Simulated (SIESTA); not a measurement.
Ba2Tl5V3O12:

```xyz
22
Lattice="10.9746 0.0000 0.0000 0.0000 10.9746 0.0000 0.0000 0.0000 6.6040" Properties=species:S:1:pos:R:3 pbc="T T T"
Ba    0.0000    5.4873    0.0000
Ba    5.4873    0.0000    0.0000
V     5.4873    5.4873    0.0000
V     5.4873    0.0000    3.3020
V     0.0000    5.4873    3.3020
Tl    5.4873    5.4873    3.3020
Tl    7.8205    3.1541    2.6567
Tl    3.1541    7.8205    2.6567
Tl    7.8205    7.8205    3.9473
Tl    3.1541    3.1541    3.9473
O     4.5066    6.4680    1.0415
O     6.4680    4.5066    1.0415
O     6.4680    6.4680    5.5625
O     4.5066    4.5066    5.5625
O     6.4378    0.9405    2.2043
O     4.5368    0.9405    4.3997
O     6.4378   10.0340    4.3997
O     4.5368   10.0340    2.2043
O     0.9405    6.4378    2.2043
O     0.9405    4.5368    4.3997
O    10.0340    6.4378    4.3997
O    10.0340    4.5368    2.2043
```

The cell was built by a generator and needn't be a form met in nature.

* Program: SIESTA 5.4.2
* Task: single point
* Functional: PBE
* Potentials or basis: PseudoDojo 0.4 standard (PBE files)
* Basis: DZP (energy shift 0.003 Ry; two zetas on semicore shells; d shell added on Ba)
* Grid cutoff: 800 Ry
* Energy shift: 0.003 Ry
* k mesh: 3 × 3 × 4
* Occupations: fermi-dirac, width 0.05 eV
* Spin: collinear spin, ferromagnetic start
* Starting moments: [0.0, 0.0, 2.0, 2.0, 2.0, 0.0, 0.0, 0.0, 0.0, 0.0, 0.0, 0.0, 0.0, 0.0, 0.0, 0.0, 0.0, 0.0, 0.0, 0.0, 0.0, 0.0] μB

On this cell: pressure 0.9 GPa; largest force 0.412 eV/Å; net moment 0.00 μB per cell; band gap on the k mesh 2.60 eV, indirect (least direct gap 2.63 eV).

The same run follows on a disturbed copy (atoms moved at random, drawn with an rms of 0.05 Å):

```
Ba V Tl O
1.0
    10.97457    0.00000    0.00000
     0.00000   10.97457    0.00000
     0.00000    0.00000    6.60400
Ba V Tl O
2 3 5 12
Direct
  0.00237 0.50345 0.00263
  0.50325 0.99894 0.99964
  0.49480 0.49608 0.99716
  0.49603 0.00367 0.50714
  0.99945 0.50207 0.50463
  0.49988 0.49740 0.50633
  0.71398 0.29315 0.40002
  0.29212 0.71286 0.40352
  0.71695 0.71495 0.59904
  0.28878 0.28772 0.59464
  0.40674 0.58805 0.15568
  0.59061 0.41489 0.16125
  0.58253 0.58667 0.84450
  0.40947 0.40888 0.84991
  0.58728 0.08355 0.34103
  0.41744 0.08633 0.66737
  0.58186 0.91144 0.67070
  0.41205 0.91409 0.33588
  0.08427 0.59135 0.33601
  0.08500 0.41479 0.66716
  0.91219 0.58623 0.66592
  0.91258 0.41289 0.33962
```

Task: What changes?

Result: The energy moves by +18.4 meV/atom; pressure 1.4 GPa; largest force 4.381 eV/Å; net moment 0.00 μB per cell; band gap on the k mesh 2.48 eV, indirect (least direct gap 2.49 eV).

Forces on the atoms (eV/Å):
```
Ba  -0.077 -0.085  0.230
Ba  -0.020 -0.062  0.750
V    1.420  1.619  2.556
V    2.046 -2.924 -2.542
V    0.159 -0.252 -1.373
Tl  -0.023  0.142 -0.357
Tl   0.010 -0.213  0.109
Tl  -0.078  0.089  0.105
Tl  -0.236  0.088 -0.017
Tl  -0.213 -0.015 -0.081
O   -0.177 -0.060  0.111
O   -0.038 -0.292 -0.015
O    0.568  0.543 -0.819
O   -1.596 -1.773 -1.583
O    0.280  0.545 -0.136
O   -2.088  2.136  1.923
O    0.156 -0.018 -0.158
O   -0.268  0.232  0.153
O   -0.042 -0.059  0.276
O    0.541 -0.380  0.308
O   -0.496  0.612  0.638
O    0.177  0.122 -0.075
```

Stress tensor (GPa, compression positive):
```
 1.21 -0.22 -0.25
-0.22  1.18  0.61
-0.25  0.61  1.92
```

Caveats: this set's barium file shifts pressures by up to 1 GPa against other sets; spin-orbit coupling is left out, which as a rule narrows the gap of such compounds by several tenths of an eV; an odd mesh through Γ misses points on the zone boundary, where band edges often lie; the basis of atomic orbitals isn't converged, which shifts pressures, moduli and gaps.
